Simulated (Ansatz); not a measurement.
Run this with the Python package of Ansatz (0.2.0) and show what comes out.

`torsion.py`:
```python
"""Energy of AlAsClFH4Si as one group turns about a bond."""

import ansatz as az
from ase import Atoms

atoms = Atoms(["F", "Si", "Al", "Cl", "As", "H", "H", "H", "H"], positions=[
    (-1.3543, -1.4886, 1.3609),
    (-0.929, -0.4038, 0.1122),
    (0.463, 1.2665, 0.9796),
    (-2.5402, 0.5121, -0.7365),
    (0.2105, -1.6087, -1.5352),
    (0.0859, 2.8198, 0.8762),
    (1.8969, 0.8525, 1.6967),
    (0.7741, -0.276, -2.1989),
    (1.4815, -1.7201, -0.5719),
])

# relax first, so that the scan starts from a minimum
first = (
    az.Crystal.molecule_from_ase(atoms).calculation()
    .basis(gaussian="def2-SVP")
    .functional("R2SCAN0")
    .relax(force_tolerance=0.02, max_steps=80)
)
atoms.positions = first.run(threads=1, backend="cpu").report["positions_ang"]

start = atoms.get_dihedral(0, 1, 4, 7)
energies = {}
for turn in range(0, 360, 30):
    turned = atoms.copy()
    turned.set_dihedral(0, 1, 4, 7, start + turn, indices=[4, 7, 8])
    calculation = (
        az.Crystal.molecule_from_ase(turned).calculation()
        .basis(gaussian="def2-SVP")
        .functional("R2SCAN0")
    )
    energies[round((start + turn) % 360)] = calculation.run(threads=1, backend="cpu").report["free_energy_ev"]
floor = min(energies.values())
print("dihedral F0-Si1-As4-H7 (deg)   E - E(min) (kcal/mol)")
for angle, e in sorted(energies.items()):
    print(f"{angle:8d} {23.060548 * (e - floor):14.3f}  " + "#" * int(30 * (e - floor) / max(max(energies.values()) - floor, 1e-9)))
```

```console
$ python torsion.py
dihedral F0-Si1-As4-H7 (deg)   E - E(min) (kcal/mol)
       6          2.428  ##############################
      36          2.233  ###########################
      66          1.444  #################
      96          1.745  #####################
     126          1.945  ########################
     156          0.767  #########
     186          0.000
     216          0.653  ########
     246          1.605  ###################
     276          1.494  ##################
     306          1.002  ############
     336          1.495  ##################
```

The scan is rigid and the energies are electronic, in a modest basis. With rigid groups the curve can differ much from the relaxed path, the start wasn't checked as a minimum of this torsion, and equivalent turns needn't return to the same energy. It ran for 4 min on 1 thread of Intel(R) Xeon(R) 6975P-C (Granite Rapids), on a shared host, peak memory 0.43 GiB.
